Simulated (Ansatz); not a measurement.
# C₃H₁₁GeN: small, medium and large basis sets

The task here is to estimate one member of a computed series from the others.

Program: Ansatz 0.2.0, Gaussian basis. Level of theory: one geometry, several basis sets. These are calculated values, not measurements.

Levels to be run: PBE0-D4/def2-SVP; ωB97M-V/def2-SVP; PBE0-D4/def2-QZVPP; ωB97M-V/def2-QZVPP; the functionals' def2-TZVPP values are taken from earlier runs.

**The geometry**

The geometry comes from an earlier relaxation with PBE0-D4 in a triple-zeta def2 set; it is a stationary point, not always the lowest conformer.

SMILES `CC[N](C)[GeH3]`, 16 atoms, charge 0, spin multiplicity 1.

Atoms are counted from 1 here; the program's logs count them from 0.

Bond lengths: C1–C2 1.514 Å, C1–H6 1.092 Å, C1–H7 1.094 Å, C1–H8 1.092 Å, C2–N3 1.449 Å, C2–H9 1.106 Å, C2–H10 1.099 Å, N3–C4 1.446 Å, N3–Ge5 1.846 Å, C4–H11 1.092 Å, C4–H12 1.097 Å, C4–H13 1.103 Å, Ge5–H14 1.551 Å, Ge5–H15 1.536 Å, Ge5–H16 1.535 Å. Angles: C2–C1–H6 110.1°, C2–C1–H7 112.1°, C2–C1–H8 110.8°, H6–C1–H7 107.2°, H6–C1–H8 108.5°, H7–C1–H8 108.1°, C1–C2–N3 113.6°, C1–C2–H9 109.3°, C1–C2–H10 108.9°, N3–C2–H9 111.5°, N3–C2–H10 107.4°, H9–C2–H10 105.8°, C2–N3–C4 111.4°, C2–N3–Ge5 118.6°, C4–N3–Ge5 115.2°, N3–C4–H11 110.7°, N3–C4–H12 109.7°, N3–C4–H13 113.6° and more.

Set-up of the first run:

Contents of in.yaml:

```yaml
crystal:
  periodic: [false, false, false]
  atoms:
    - {symbol: C, position_ang: [0.483510, 1.137348, -1.568630]}
    - {symbol: C, position_ang: [0.511814, -0.238352, -0.937198]}
    - {symbol: N, position_ang: [-0.423552, -0.393942, 0.158632]}
    - {symbol: C, position_ang: [-0.455095, -1.758554, 0.635647]}
    - {symbol: Ge, position_ang: [-0.466658, 0.900252, 1.474660]}
    - {symbol: H, position_ang: [1.125576, 1.157497, -2.451541]}
    - {symbol: H, position_ang: [0.847719, 1.910858, -0.886765]}
    - {symbol: H, position_ang: [-0.531077, 1.403864, -1.872769]}
    - {symbol: H, position_ang: [1.545560, -0.476860, -0.625135]}
    - {symbol: H, position_ang: [0.250429, -0.984846, -1.699789]}
    - {symbol: H, position_ang: [-1.190545, -1.870850, 1.435002]}
    - {symbol: H, position_ang: [-0.749025, -2.429466, -0.180739]}
    - {symbol: H, position_ang: [0.517178, -2.115884, 1.016040]}
    - {symbol: H, position_ang: [0.928415, 1.151368, 2.103243]}
    - {symbol: H, position_ang: [-1.424808, 0.364394, 2.548993]}
    - {symbol: H, position_ang: [-0.992539, 2.220672, 0.894646]}
basis:
  gaussian: {orbitals: def2-SVP}
hamiltonian: {xc: pbe0, dispersion: d4}
output: {orbitals: {seedname: orbitals}}
```

Run with:

```
$ ansatz run in.yaml --threads 4 --pin off --events-out ev --progress --plain --max-ram 11315MiB
```

Among the steps run: PBE0-D4 in def2-SVP; ωB97M-V in def2-SVP; PBE0-D4 in def2-QZVPP; ωB97M-V in def2-QZVPP.

One table of the session follows, with a row left open; its other results are not shown here.

It belongs to the step «Functionals by basis». 

| functional | basis | HOMO (eV) | LUMO (eV) |
| --- | --- | --- | --- |
| PBE0-D4 | def2-SVP | -6.11 | 1.12 |
| PBE0-D4 | def2-TZVPP | ? | ? |
| PBE0-D4 | def2-QZVPP | -6.23 | 0.50 |
| ωB97M-V | def2-SVP | -8.39 | 2.92 |
| ωB97M-V | def2-TZVPP | -8.51 | 2.37 |
| ωB97M-V | def2-QZVPP | -8.53 | 1.78 |

Q: Estimate the row for PBE0-D4, def2-TZVPP from the others.

The run gave: HOMO (eV): -6.21; LUMO (eV): 0.78. In the column «HOMO (eV)» it lies between PBE0-D4, def2-QZVPP (-6.23) and PBE0-D4, def2-SVP (-6.11).
